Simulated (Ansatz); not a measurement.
Below is the output of a Python script on Ansatz's Python interface that makes a calculation of the elastic constants of BaZrO3, space group Pm-3m. Write a script that gives it. Settings (first run): PBE, PAW, cutoff 420 eV, 5×5×5 k-points, fixed occupations.

```
Ba Zr O
1.0
     4.19134    0.00000    0.00000
     0.00000    4.19134    0.00000
     0.00000    0.00000    4.19134
Ba Zr O
1 1 3
Direct
  0.00000 0.00000 0.00000
  0.50000 0.50000 0.50000
  0.00000 0.50000 0.50000
  0.50000 0.00000 0.50000
  0.50000 0.50000 0.00000
```

```console
$ python bazro3_elastic.py
DeckWarning: relax.cell: scf.convergence.dr2_threshold = 1e-7 eV (the SCF's general default) is looser than the 5e-10 eV advised for a relaxation that steers and ends on the stress (1e-10 eV for each atom of the cell: 5). What an SCF threshold leaves in a [...]
relaxed volume 75.536 A^3
DeckWarning: elastic: scf.convergence.dr2_threshold = 1e-7 eV (typed) is looser than the 6.25e-10 eV advised at elastic.amplitude = 5e-3. Elastic constants divide stress differences by the amplitude, so a small SCF error in a stress becomes a large one in a [...]
C11 = 290.9 GPa
C12 = 78.9 GPa
C13 = 78.9 GPa
C22 = 290.9 GPa
C23 = 78.9 GPa
C33 = 290.9 GPa
C44 = 83.4 GPa
C55 = 83.4 GPa
C66 = 83.4 GPa
smallest eigenvalue of C: 83.4 GPa; stable: True
Voigt K 149.6 G 92.5; Reuss K 149.6 G 91.2; universal anisotropy index 0.069
```
(Warnings from the package without file and line, shortened.)

The script that was run (others could print the same):

Script `bazro3_elastic.py`:
```python
'''Stiffness tensor and moduli of BaZrO3.'''

from dataclasses import replace

import ansatz as az
import numpy as np

system = (
    az.Lattice.cubic(4.19134)
    .space_group(221)
    .atom('Ba', (0.0, 0.0, 0.0))
    .atom('Zr', (0.5, 0.5, 0.5))
    .atom('O', (0.0, 0.5, 0.5))
)

model = (
    system.calculation()
    .functional('pbe')
    .basis(420)  # a bare number is in eV
    .occupations('fixed')  # whole-number filling, right only where there is a gap
    .scf(tolerance=1e-07, max_iterations=85)
    .kpoints(5, 5, 5)
)
# relax, then strain
rest = model.relax(cell=True, max_steps=30).run().lattice
relaxed = az.Crystal(lattice=az.Lattice.of(rest.cell_ang))
for site in rest.sites:
    relaxed = relaxed.atom(site.symbol, site.position_frac)
model = replace(model, crystal=relaxed)
print('relaxed volume {:.3f} A^3'.format(abs(np.linalg.det(rest.cell_ang))))
out = model.elastic('relaxed_ion', amplitude=0.005).run()
elastic = out.elastic

C = np.asarray(elastic.c_gpa)
for i in range(6):
    for j in range(i, 6):
        if abs(C[i, j]) > 0.05:
            print(f'C{i + 1}{j + 1} = {C[i, j]:.1f} GPa')
print('smallest eigenvalue of C:', round(elastic.stability.min_eigenvalue_gpa, 1), 'GPa; stable:', elastic.stability.stable)
# averaged moduli need a positive definite tensor
if elastic.stability.min_eigenvalue_gpa > 0:
    m = elastic.moduli
    anisotropy = 5 * m.g_voigt_gpa / m.g_reuss_gpa + m.k_voigt_gpa / m.k_reuss_gpa - 6
    print(f'Voigt K {m.k_voigt_gpa:.1f} G {m.g_voigt_gpa:.1f}; Reuss K {m.k_reuss_gpa:.1f} G {m.g_reuss_gpa:.1f}; universal anisotropy index {anisotropy:.3f}')
```

Reading the output:
- Spin is left out of this run.
- A positive definite tensor excludes instabilities under uniform strain alone; phonons elsewhere in the zone can still be imaginary.
- The structure is a deposited one; some such entries were measured under pressure or heat, so a shift against it needn't be the functional's error alone.
- The constants belong to the cell that was strained; where it wasn't relaxed first it may be under stress.
- Wall time of the script: 20 s on 1 thread of Arm Neoverse V2, with other jobs on the host, peak memory 0.47 GiB.

(A comment or docstring line of the script was reworded after the run, the code is as it ran; lines on the test bed's own set-up are left out of the output.)
